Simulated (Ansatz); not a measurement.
# C₂H₇FGeOS: up Jacob's ladder to CCSD(T)

One table from this session's results is given with a row withheld; the runs are named, their logs left out.

Method: functionals in def2-TZVPP, the program's frozen cores in correlated methods; program: Ansatz 0.2.0, Gaussian basis.

Levels to be run: PBE-D4, r2SCAN-D4, PBE0-D4, B3LYP-D4, ωB97X-V, ωB97M-V, B2PLYP; CCSD(T)/def2-TZVPP; MP2/def2-QZVPP; extrapolation to the limit.

## The geometry

An earlier PBE0-D4 in a triple-zeta def2 set relaxation fixed the geometry.

SMILES `C[O][GeH]([F])[S]C`, 13 atoms, charge 0, spin multiplicity 1.

Atoms are counted from 1 here; the program's logs count them from 0.

Bond lengths: C1–O2 1.416 Å, C1–H7 1.095 Å, C1–H8 1.091 Å, C1–H9 1.094 Å, O2–Ge3 1.752 Å, Ge3–F4 1.744 Å, Ge3–S5 2.196 Å, Ge3–H10 1.529 Å, S5–C6 1.819 Å, C6–H11 1.090 Å, C6–H12 1.090 Å, C6–H13 1.088 Å. Angles: O2–C1–H7 112.1°, O2–C1–H8 107.4°, O2–C1–H9 111.2°, H7–C1–H8 108.6°, H7–C1–H9 108.7°, H8–C1–H9 108.8°, C1–O2–Ge3 120.9°, O2–Ge3–F4 108.8°, O2–Ge3–S5 110.0°, O2–Ge3–H10 107.5°, F4–Ge3–S5 105.9°, F4–Ge3–H10 106.3°, S5–Ge3–H10 117.9°, Ge3–S5–C6 98.9°, S5–C6–H11 111.4°, S5–C6–H12 106.0°, S5–C6–H13 110.8°, H11–C6–H12 108.8° and more.

The first run:

in.yaml reads:

```yaml
crystal:
  periodic: [false, false, false]
  atoms:
    - {symbol: C, position_ang: [0.370808, 1.850735, -1.691314]}
    - {symbol: O, position_ang: [0.058864, 2.016802, -0.320262]}
    - {symbol: Ge, position_ang: [0.065568, 0.650501, 0.776017]}
    - {symbol: F, position_ang: [1.665883, -0.043340, 0.798025]}
    - {symbol: S, position_ang: [-1.262568, -0.926516, 0.021344]}
    - {symbol: C, position_ang: [-0.601833, -2.329953, 0.971790]}
    - {symbol: H, position_ang: [-0.225780, 1.058530, -2.155872]}
    - {symbol: H, position_ang: [0.148693, 2.793871, -2.193489]}
    - {symbol: H, position_ang: [1.431061, 1.618609, -1.831360]}
    - {symbol: H, position_ang: [-0.189293, 1.188607, 2.184000]}
    - {symbol: H, position_ang: [-0.806483, -2.220620, 2.036419]}
    - {symbol: H, position_ang: [-1.121798, -3.213584, 0.602901]}
    - {symbol: H, position_ang: [0.466887, -2.443652, 0.801801]}
basis:
  gaussian: {orbitals: def2-TZVPP}
hamiltonian: {xc: pbe, dispersion: d4}
output: {forces: true, orbitals: {seedname: orbitals}}
```

Command:

```console
> ansatz run in.yaml --threads 2 --pin off --events-out ev --progress --plain --max-ram 32768MiB --backend cuda --devices 0, --max-vram 18GiB
```

Steps of the session up to this table: PBE-D4 (GGA); r2SCAN-D4 (meta-GGA); PBE0-D4 (hybrid); B3LYP-D4 (hybrid); ωB97X-V (range-separated); ωB97M-V (range-separated); B2PLYP (double hybrid); CCSD(T) in def2-TZVPP; MP2 in def2-QZVPP.

One of the session's tables, all rows but one given; the rest of the session is left out.

| method | atomisation energy (eV) |
| --- | --- |
| PBE-D4 | 49.381 |
| r2SCAN-D4 | 48.705 |
| PBE0-D4 | 48.422 |
| B3LYP-D4 | 48.305 |
| ωB97X-V | 48.757 |
| ωB97M-V | 48.568 |
| B2PLYP | 47.916 |
| HF/def2-TZVPP | ? |
| MP2/def2-TZVPP | 48.310 |
| CCSD/def2-TZVPP | 46.682 |
| CCSD(T)/def2-TZVPP | 47.458 |
| MP2/CBS | 49.516 |
| CCSD(T)/CBS | 48.664 |

**Question.** Estimate the row for HF/def2-TZVPP.

As computed: atomisation energy (eV): 34.837. In the column «atomisation energy (eV)» it is the lowest.

Limits of these values: Free atoms (2 C, 1 O, 1 Ge, 1 F, 1 S, 7 H) were run apart at each level; the atomisation energy is their sum less the molecule, without zero-point or spin-orbit terms.
